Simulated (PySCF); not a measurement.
# A diatomic session: KF−

The task here is to estimate one member of a computed series from the others.

Method: K aug-pcseg-1, F aug-pcseg-1, no relativity; program: PySCF 2.14.0.

4 further runs of the same task are left out: 2 that didn't finish, 2 set aside as unsound or not needed.

The first run:

The job is set up so:

```yaml
atoms: K, F
charge: -1
basis: K aug-pcseg-1, F aug-pcseg-1
Hamiltonian: no relativity
basis_functions: 56
electrons_treated: 29
masses_in_u: 38.9637, 18.9984
levels: PBE0, PBE, r²SCAN, PBEsol, BP86, HSE06, HF, MP2, SCS-MP2
grid: 80 radial by 434 angular points
occupations: held fixed by the projection of orbital angular momentum
dissociation_limit: K + F−, each in its ground configuration
starting_distance_in_angstrom: 2.660
values_of_2S_to_try: 1, 3
```

Command:

```bash
$ OMP_NUM_THREADS=1 python dia.py task.json out
```

Steps of the session up to this table: Input; First curve: PBE0; PBE (GGA); r²SCAN; PBEsol (GGA); BP86 (GGA); HSE06 (range-separated hybrid); UHF (mean field).

One of the session's tables, all rows but one given; the rest of the session is left out.

Energy (eV) from each level's lowest point:

| R (Å) | UHF | UHF-MP2 | UHF-SCS-MP2 | PBE | PBEsol |
| --- | --- | --- | --- | --- | --- |
| 1.945 | 0.654 | 0.638 | 0.651 | 0.490 | 0.409 |
| 2.036 | 0.306 | 0.301 | 0.309 | 0.214 | 0.160 |
| 2.126 | 0.109 | 0.109 | 0.114 | 0.066 | 0.036 |
| 2.194 | 0.032 | 0.034 | 0.036 | 0.015 | 0.001 |
| 2.262 | 0.000 | 0.001 | 0.002 | 0.000 | 0.000 |
| 2.330 | 0.001 | 0.000 | 0.000 | 0.012 | 0.025 |
| 2.420 | 0.039 | 0.035 | 0.034 | 0.057 | 0.085 |
| 2.533 | ? | ? | ? | ? | ? |
| 2.669 | 0.258 | 0.244 | 0.242 | 0.270 | 0.329 |
| 2.850 | 0.455 | 0.433 | 0.431 | 0.451 | 0.524 |

**Question.** Estimate the row for R (Å) = 2.533.

Worked estimate for «UHF». A straight line through the neighbours (2.420, 0.039) and (2.669, 0.258) gives 0.039 + (0.258 − 0.039) × (2.533 − 2.420) / (2.669 − 2.420) = 0.138; a parabola fitted to 4 rows on both sides gives 0.130.

As computed: UHF: 0.125; UHF-MP2: 0.116; UHF-SCS-MP2: 0.114; PBE: 0.144; PBEsol: 0.187. In «UHF» the line misses by +0.013 and the parabola by +0.005.
